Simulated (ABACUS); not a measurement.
## HPbNO4 in ABACUS: the effect of strain along c

Crystal: HPbNO4.

```
H Pb N O
1.0
     4.23945   -0.03191    0.08936
    -2.10592    5.18849    0.00167
    -1.99634   -1.75380    4.62002
H Pb N O
1 1 1 4
Cartesian
  2.3135 -1.4547 4.2925
  0.1195 3.9874 0.7064
  -1.9663 1.5779 2.3238
  2.2212 4.7296 0.2237
  -1.9360 2.7367 2.8300
  2.2166 1.4050 1.2081
  -1.9409 0.5743 3.0148
```

The cell was built by a generator and needn't be a form met in nature.

The cell isn't the ideal one: cell strained by -0.06 along c.

Alike in all runs:

```yaml
Program: ABACUS 3.10.1
Task: single point
Functional: PBE
Potentials_or_basis: PseudoDojo NC SR 0.4.1 PBE standard
Cutoff: 1361 eV
Density_cutoff: 5442 eV
Basis: DZP LCAO (the cutoffs set its grid)
k_mesh: 6 × 4 × 4
Occupations: fermi-dirac, width 0.05 eV
Spin: no spin polarisation
Radial_cutoff_of_the_potentials_pseudo_rcut: 7 bohr
SCF_threshold_on_the_density: 1e-07
Max_SCF_steps: 100
Eigensolver: genelpa
Mixing: broyden
Mixing_share: 0.7
```

```tsv
strain along c	gap on the mesh (eV)	pressure (GPa)	largest force (eV/Å)
-0.06	2.92	11.4	5.16
-0.03	2.86	7.1	3.14
0	2.80	3.5	1.48
0.03	2.75	0.6	1.18
0.06	?	?	?
```

Q: What does the run with strain along c 0.06 give?

A: gap on the mesh 2.68 eV; pressure -1.9 GPa; largest force 1.14 eV/Å.

Worked out: A straight line through the other rows of the gap on the mesh, of slope -1.9 eV per unit of strain along c, extrapolates to 2.69 eV, against the run's 2.68. A parabola through the other rows of the pressure, of slope -61.7 GPa per unit of strain along c there, extrapolates to -1.6 GPa, against the run's -1.9. A parabola through the other rows of the largest force, of slope 26.3 eV/Å per unit of strain along c there, extrapolates to 1.49 eV/Å, against the run's 1.14.

Caveats: the atomic orbitals were generated for these runs and aren't a published set; spin-orbit coupling is left out, which as a rule narrows the gap of such compounds by several tenths of an eV; the basis of atomic orbitals isn't converged, which shifts pressures, moduli and gaps; forces of over 1 eV/Å show positions far from the minimum, so gaps and moduli don't describe the material at rest.

A k mesh can miss the band edges.
